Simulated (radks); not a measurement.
# Ca⁺ in [Ne] 3s1 3p6 4s1 5s1: an all-electron calculation

The task here is to estimate one member of a computed series from the others.

The numbers are computed with radks (a radial shooting solver on a logarithmic mesh, Libxc functionals) version 1 (scalar-relativistic Kohn-Sham, BLYP, spin-polarised, spherical densities, finite nucleus; open shells are filled with parallel spins first), except any that are marked as measured or tabulated.

## The system

| Item | Value |
| --- | --- |
| element | calcium (Z = 20) |
| charge | +1 |
| electrons | 19 |
| configuration | [Ne] 3s1 3p6 4s1 5s1 |
| nuclear rms radius | 3.4776 fm |

The outer shells:

Ca⁺
```
[Ne] core
3s [↑ ]
3p [↑↓][↑↓][↑↓]
4s [↑ ]
5s [↑ ]
```

Set-up of the first run:

Input:

```text
Z 20
configuration [Ne] 3s1 3p6 4s1 5s1 4p0 6s0 4f0
relativity scalar-relativistic
functional b88,lyp
spin polarised
nucleus finite rms 3.4776 fm
c 137.035999084
```

One of the session's tables, all rows but one given; the rest of the session is left out.

It belongs to the step «Shells». Sizes of the orbitals, from the radial functions (bohr):

| level | <r> | outermost maximum (interpolated) | 90 % within | nodes |
| --- | --- | --- | --- | --- |
| 1s up | 0.07684 | 0.0503 | 0.137 | 0 |
| 1s down | 0.07684 | 0.0503 | 0.137 | 0 |
| 2s up | 0.3643 | 0.300 | 0.567 | 1 |
| 2s down | ? | ? | ? | ? |
| 2p up | 0.3276 | 0.246 | 0.541 | 0 |
| 2p down | 0.3275 | 0.246 | 0.540 | 0 |
| 3s up | 1.124 | 0.979 | 1.68 | 2 |
| 3s down | 1.129 | 0.981 | 1.69 | 2 |
| 3p up | 1.210 | 1.02 | 1.85 | 1 |
| 3p down | 1.219 | 1.03 | 1.87 | 1 |
| 4s up | 3.072 | 2.75 | 4.46 | 3 |
| 4p up | 3.625 | 3.16 | 5.38 | 2 |
| 5s up | 6.868 | 6.56 | 9.58 | 4 |
| 4f up | 7.928 | 6.97 | 11.6 | 0 |

**Question.** Estimate the row for 2s down.

**Answer.** <r>: 0.3642; outermost maximum (interpolated): 0.300; 90 % within: 0.567; nodes: 1. In the column «<r>» it lies between 2p up (0.3276) and 2s up (0.3643).
